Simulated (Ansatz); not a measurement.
**BiB: how the settings move a single-point run**

Aim: see which settings change the result for BiB, by how much, and at what cost. The cell is built on a prototype (h-MgO type) and needn't be the phase found in nature.

Method: reference: DFT, r2SCAN, plane waves, PAW, in Ansatz 0.2.0.

## 1. The system as given

It takes space group P6_3/mmc (No. 194, hexagonal). Conventional cell: a = 4.161 Å, b = 4.161 Å, c = 5.589 Å, α = 90.00°, β = 90.00°, γ = 120.00°. B (site symmetry -6m2) has 3 Bi at 2.40 Å as nearest neighbours. Bi (site symmetry -6m2) is surrounded by 3 B at 2.40 Å.

Coordinates:

```cif
data_structure
_symmetry_space_group_name_H-M 'P6_3/mmc'
_symmetry_Int_Tables_number 194
_cell_length_a 4.1609
_cell_length_b 4.1609
_cell_length_c 5.5893
_cell_angle_alpha 90.000
_cell_angle_beta 90.000
_cell_angle_gamma 120.000
_cell_volume 83.80
loop_
_atom_site_label
_atom_site_type_symbol
_atom_site_symmetry_multiplicity
_atom_site_Wyckoff_symbol
_atom_site_fract_x
_atom_site_fract_y
_atom_site_fract_z
_atom_site_occupancy
B1 B 2 c 0.33333 0.66667 0.25000 1
Bi1 Bi 2 d 0.66667 0.33333 0.25000 1
```

## 2. The reference run

input.yaml reads:

```yaml
crystal:
  lattice:
    - [4.1609172227, 0.0, 0.0]
    - [-2.0804586113, 3.6034600179, 0.0]
    - [0.0, 0.0, 5.5892505505]
  atoms:
    - { symbol: B, position: [0.3333333333, 0.6666666667, 0.25] }
    - { symbol: B, position: [0.6666666667, 0.3333333333, 0.75] }
    - { symbol: Bi, position: [0.6666666667, 0.3333333333, 0.25] }
    - { symbol: Bi, position: [0.3333333333, 0.6666666667, 0.75] }
kpoints:
  mp_grid: { grid: [6, 6, 4] }
hamiltonian:
  xc: r2scan
scf:
  occupations: { method: fermi_dirac, width: 0.02 }
  n_extra_bands: 5
output:
  forces: true
  stress: true
  eigenvalues: true
```

On the command line:

```sh
$ ansatz run input.yaml --threads 4 --pin off --max-ram 3686MiB --backend cpu --events-out ev --progress --plain --runs-dir out
```

## 3. Changing settings: mp_grid.shift [0.5, 0.5, 0.5]

Edit input.yaml of step 2 so:

```diff
@@ -11,3 +11,3 @@
 kpoints:
-  mp_grid: { grid: [6, 6, 4] }
+  mp_grid: { grid: [6, 6, 4], shift: [0.5, 0.5, 0.5] }
 hamiltonian:
```

Q: Predict the outcome of this session. Wanted: for each run, ending; energy change; pressure; gap; force.

**Answer**, as computed:

```
                             run     ending  energy change  pressure (GPa)  gap (eV)  force (eV/Å)  cycles   time
                       reference  converged              0             0.0      0.00          0.00       6  3.8 s
1: mp_grid.shift [0.5, 0.5, 0.5]  converged  -3.4 meV/atom             0.5      0.00          0.02       8  5.1 s
```

Residual by cycle in the longest SCF loop of each run; runs are numbered as in the table. The quantity is the density residual dr2, in eV.

```
cycle  reference    run 1
    1     0.0352   0.0397
    2    0.00156  0.00601
    3     3.2e-4  0.00334
    4     3.2e-5   3.8e-4
    5     8.7e-7   2.4e-5
    6     1.0e-8   2.8e-6
    7          -   3.0e-7
    8          -   2.7e-8
```

What this shows: Changing the k-point mesh moves the energy by -3.4 meV/atom, and the pressure goes from 0.0 to 0.5 GPa and the largest force goes from 0.00 to 0.02 eV/Å. The energy is not variational in the mesh, so the sign tells nothing.
